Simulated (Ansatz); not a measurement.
# FH5OSn (built from SMILES F.[OH][SnH3]): search for a transition state

Wanted: the transition state of a four-centre ligand exchange (form Sn1–F7, O2–H6 and break Sn1–O2, H6–F7). The guess is relaxed with those distances held, a saddle search follows, and vibrations and two downhill relaxations check it.

The runs use Ansatz 0.2.0, Gaussian basis; PBE0-D4, def2-SVP first, then def2-TZVP.

143 further runs of the same task are left out: 143 set aside as unsound or not needed.

**1. Where the work starts**

The guess: 8 atoms, charge 0, spin multiplicity 1.

Atoms are counted from 1 here; the program's logs count them from 0.

Bond lengths: Sn1–O2 2.188 Å, Sn1–H3 1.668 Å, Sn1–H4 1.695 Å, Sn1–H5 1.655 Å, O2–H6 1.160 Å, O2–H8 0.958 Å. Angles: O2–Sn1–H3 105.3°, O2–Sn1–H4 96.1°, O2–Sn1–H5 98.8°, H3–Sn1–H4 113.0°, H3–Sn1–H5 123.0°, H4–Sn1–H5 114.7°, Sn1–O2–H6 85.2°, Sn1–O2–H8 118.7°, H6–O2–H8 107.4°.

Coordinates:

```
Sn    0.02120   -0.88420    0.48390
O     0.75070    0.80340   -0.70230
H    -1.45880   -1.27890   -0.17540
H     1.25240   -1.96200    0.04030
H     0.18970   -0.22590    1.99300
H    -0.17970    1.36460   -0.29670
F    -1.24450    1.41800    0.31290
H     0.66910    0.76510   -1.65570
```

Distances that are to change: Sn1–F7 2.63 Å, O2–H6 1.16 Å, Sn1–O2 2.19 Å, H6–F7 1.23 Å.

**2. Constrained relaxation of the guess**

hold/in.yaml

```yaml
crystal:
  periodic: [false, false, false]
  atoms:
    - {symbol: Sn, position_ang: [0.021200, -0.884200, 0.483900]}
    - {symbol: O, position_ang: [0.750700, 0.803400, -0.702300]}
    - {symbol: H, position_ang: [-1.458800, -1.278900, -0.175400]}
    - {symbol: H, position_ang: [1.252400, -1.962000, 0.040300]}
    - {symbol: H, position_ang: [0.189700, -0.225900, 1.993000]}
    - {symbol: H, position_ang: [-0.179700, 1.364600, -0.296700]}
    - {symbol: F, position_ang: [-1.244500, 1.418000, 0.312900]}
    - {symbol: H, position_ang: [0.669100, 0.765100, -1.655700]}
basis:
  gaussian: {orbitals: def2-SVP}
hamiltonian: {xc: pbe0, dispersion: d4}
relax: {f_tol: 0.04, max_steps: 150, escape_saddle: false, constraints: [{distance: [0, 6]}, {distance: [1, 5]}, {distance: [0, 1]}, {distance: [5, 6]}]}
```

On the command line:

```sh
$ ansatz run in.yaml --threads 4 --pin off --events-out ev --progress --plain --max-ram 9574MiB
```

After this run come: A starting Hessian; Saddle search in the small basis; Saddle search in triple zeta; Vibrations at the point found; Relaxing after a step of 0.30 Å one way along the mode; Relaxing after a step of 0.30 Å the other way along the mode.

**Question.** What will these runs give? Wanted: imaginary mode; barrier from the start side; barrier from the end side; energy of the step; pairs that change; zero-point energy at the saddle.

The runs gave:

| quantity | value |
| --- | --- |
| imaginary mode | 389i cm⁻¹ |
| barrier from the start side | 0.413 eV |
| barrier from the end side | 0.620 eV |
| energy of the step | -0.207 eV |
| pairs that change | Sn1–F7 formed, O2–H6 formed, Sn1–O2 broken, H6–F7 broken |
| zero-point energy at the saddle | 1.217 eV |

The point has a single imaginary mode (389i cm⁻¹), as a transition state must. Going downhill both ways gives the intended start and end. At PBE0-D4/def2-TZVP the electronic barrier is 0.413 eV, about 16 kT at 298 K, and the step runs 0.207 eV downhill. A step off the saddle overshot and began above it in energy, so the link to its end is likely but not proven.
